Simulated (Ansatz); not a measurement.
# C₂H₇ClSi₂: up Jacob's ladder to CCSD(T)

An exercise on one series of results from a longer session: the logs are not shown, and one member is left open.

Computed with Ansatz 0.2.0, Gaussian basis. Level: functionals in def2-TZVPP, the program's frozen cores in correlated methods.

Levels to be run: PBE-D4, r2SCAN-D4, PBE0-D4, B3LYP-D4, ωB97X-V, ωB97M-V, B2PLYP; CCSD(T)/def2-TZVPP; MP2/def2-QZVPP; extrapolation to the limit.

## The geometry

The geometry comes from an earlier relaxation with PBE0-D4 in a triple-zeta def2 set; it is a stationary point, not always the lowest conformer.

SMILES `[SiH3]C1(Cl)C[SiH2]1`, 12 atoms, charge 0, spin multiplicity 1.

Atoms are counted from 1 here; the program's logs count them from 0.

Bond lengths: Si1–C2 1.862 Å, Si1–H6 1.483 Å, Si1–H7 1.487 Å, Si1–H8 1.490 Å, C2–Cl3 1.777 Å, C2–C4 1.543 Å, C2–Si5 1.864 Å, C4–Si5 1.846 Å, C4–H9 1.086 Å, C4–H10 1.086 Å, Si5–H11 1.477 Å, Si5–H12 1.475 Å. Angles: C2–Si1–H6 110.2°, C2–Si1–H7 110.7°, C2–Si1–H8 107.6°, H6–Si1–H7 109.7°, H6–Si1–H8 109.6°, H7–Si1–H8 109.0°, Si1–C2–Cl3 111.5°, Si1–C2–C4 118.6°, Si1–C2–Si5 121.0°, Cl3–C2–C4 115.1°, Cl3–C2–Si5 118.4°, C4–C2–Si5 64.8°, C2–C4–Si5 66.0°, C2–C4–H9 116.4°, C2–C4–H10 114.7°, Si5–C4–H9 122.0°, Si5–C4–H10 117.0°, H9–C4–H10 112.7° and more.

The first run:

Contents of in.yaml:

```yaml
crystal:
  periodic: [false, false, false]
  atoms:
    - {symbol: Si, position_ang: [-1.059282, -0.629796, 1.229964]}
    - {symbol: C, position_ang: [0.408519, 0.130866, 0.373079]}
    - {symbol: Cl, position_ang: [1.685847, 0.565473, 1.528865]}
    - {symbol: C, position_ang: [0.905459, -0.502629, -0.942864]}
    - {symbol: Si, position_ang: [0.192521, 1.187404, -1.146782]}
    - {symbol: H, position_ang: [-1.619743, 0.318988, 2.222953]}
    - {symbol: H, position_ang: [-0.674411, -1.896592, 1.907112]}
    - {symbol: H, position_ang: [-2.083071, -0.927525, 0.189757]}
    - {symbol: H, position_ang: [0.381242, -1.392937, -1.278630]}
    - {symbol: H, position_ang: [1.984424, -0.595956, -1.021619]}
    - {symbol: H, position_ang: [-1.164402, 1.367705, -1.702451]}
    - {symbol: H, position_ang: [1.119896, 2.319798, -1.325484]}
basis:
  gaussian: {orbitals: def2-TZVPP}
hamiltonian: {xc: pbe, dispersion: d4}
output: {forces: true, orbitals: {seedname: orbitals}}
```

Launch:

```
$ ansatz run in.yaml --threads 4 --pin off --events-out ev --progress --plain --max-ram 10444MiB
```

Among the steps run: PBE-D4 (GGA); r2SCAN-D4 (meta-GGA); PBE0-D4 (hybrid); B3LYP-D4 (hybrid); ωB97X-V (range-separated); ωB97M-V (range-separated); B2PLYP (double hybrid); CCSD(T) in def2-TZVPP; MP2 in def2-QZVPP.

One table of the session follows, with a row left open; its other results are not shown here.

| method | atomisation energy (kJ/mol) |
| --- | --- |
| PBE-D4 | 4037.7 |
| r2SCAN-D4 | 4010.5 |
| PBE0-D4 | 4000.9 |
| B3LYP-D4 | ? |
| ωB97X-V | 4024.1 |
| ωB97M-V | 4012.2 |
| B2PLYP | 3933.2 |
| HF/def2-TZVPP | 2946.0 |
| MP2/def2-TZVPP | 3932.0 |
| CCSD/def2-TZVPP | 3831.3 |
| CCSD(T)/def2-TZVPP | 3890.1 |
| MP2/CBS | 4040.0 |
| CCSD(T)/CBS | 3998.1 |

**Question.** Estimate the row for B3LYP-D4.

As computed: atomisation energy (kJ/mol): 3982.7. In the column «atomisation energy (kJ/mol)» it lies between B2PLYP (3933.2) and CCSD(T)/CBS (3998.1).

Caveats from the session: Free atoms (2 Si, 2 C, 1 Cl, 7 H) were run apart at each level; the atomisation energy is their sum less the molecule, without zero-point or spin-orbit terms.
